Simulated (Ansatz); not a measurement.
# GaBr+ (doublet): the correlation ladder at distance Ga1–Br2 = 2.467 Å, cc-pVTZ

Aim: climb from Hartree-Fock through coupled cluster and multireference methods for GaBr+ (doublet) at one geometry and basis, and see what each rung misses.

The runs use Ansatz 0.2.0, Gaussian basis; cc-pVTZ, core rule «outside noble gas», up to 28 orbitals frozen.

Plan: UHF; CCSD(T) on ROHF; CCSD(T) on UHF; BCCD(T) on ROHF; CISD; CCSDT(Q) on ROHF; CCSDT(Q) on UHF; CASSCF and NEVPT2, 3 electrons in 3 orbitals.

18 further runs of the same task are left out: 6 for a known fault of the program, 9 that didn't finish, 3 set aside as unsound or not needed.

### 1 What is computed

The geometry derives from a PBE0/def2-TZVP stationary point (not a proven minimum). One bond is set to the value named and the two fragments are kept rigid. No spin-orbit coupling is included. The filled d shell of Ga, Br may be among the frozen orbitals whatever the setting's name suggests; the logs give the count.

2 atoms, charge 1, spin multiplicity 2.

Atoms are counted from 1 here; the program's logs count them from 0.

Bond lengths: Ga1–Br2 2.467 Å.

### 2 UHF

The input, in.yaml:

```yaml
crystal:
  periodic: [false, false, false]
  atoms:
    - {symbol: Ga, position_ang: [0.000000, 0.000000, 0.000000]}
    - {symbol: Br, position_ang: [0.000000, 0.000000, 2.467000]}
basis:
  gaussian: {orbitals: cc-pVTZ}
total_charge: 1
magnetization: {spin_polarized: true, initial_magnetization: 1}
hamiltonian: {xc: hf}
output: {orbitals: {seedname: orbitals}}
```

Started as:

```console
$ ansatz run in.yaml --threads 1 --pin off --events-out ev --progress --plain --max-ram 2393MiB
```

The runs that follow: CCSD(T) on ROHF; CCSD(T) on UHF; BCCD(T) on ROHF; CISD; CCSDT(Q) on ROHF; CCSDT(Q) on UHF; CASSCF and NEVPT2, 3 electrons in 3 orbitals.

**Question.** What will the summary of the whole plan be? Wanted: UCCSDT(Q) below the RHF energy; RMP2 from UCCSDT(Q); UMP2 from UCCSDT(Q); RCCSD from UCCSDT(Q); RCCSD(T) from UCCSDT(Q); UCCSD(T) from UCCSDT(Q); RCCSDT(Q) from UCCSDT(Q); NEVPT2 pair from UCCSDT(Q); T1 diagnostic.

**Answer**, as computed:

```
                         quantity                                value
   UCCSDT(Q) below the RHF energy                           -6.0762 eV
              RMP2 from UCCSDT(Q)                           +874.0 meV
              UMP2 from UCCSDT(Q)                           +953.0 meV
             RCCSD from UCCSDT(Q)                           +299.5 meV
          RCCSD(T) from UCCSDT(Q)                            +43.6 meV
          UCCSD(T) from UCCSDT(Q)                            +40.9 meV
         RCCSDT(Q) from UCCSDT(Q)                             +9.4 meV
       NEVPT2 pair from UCCSDT(Q)                           +853.3 meV
levels within 1 kcal/mol (43 meV)  UCCSD(T), RCCSDT, UCCSDT, RCCSDT(Q)
                    T1 diagnostic                                0.032
```

What this shows: RCCSD(T) misses by +43.6 meV, 0.7 % of the correlation energy. These misses are within one basis, not against nature; the frozen cores of restricted and unrestricted runs differ, which can shift their rows.
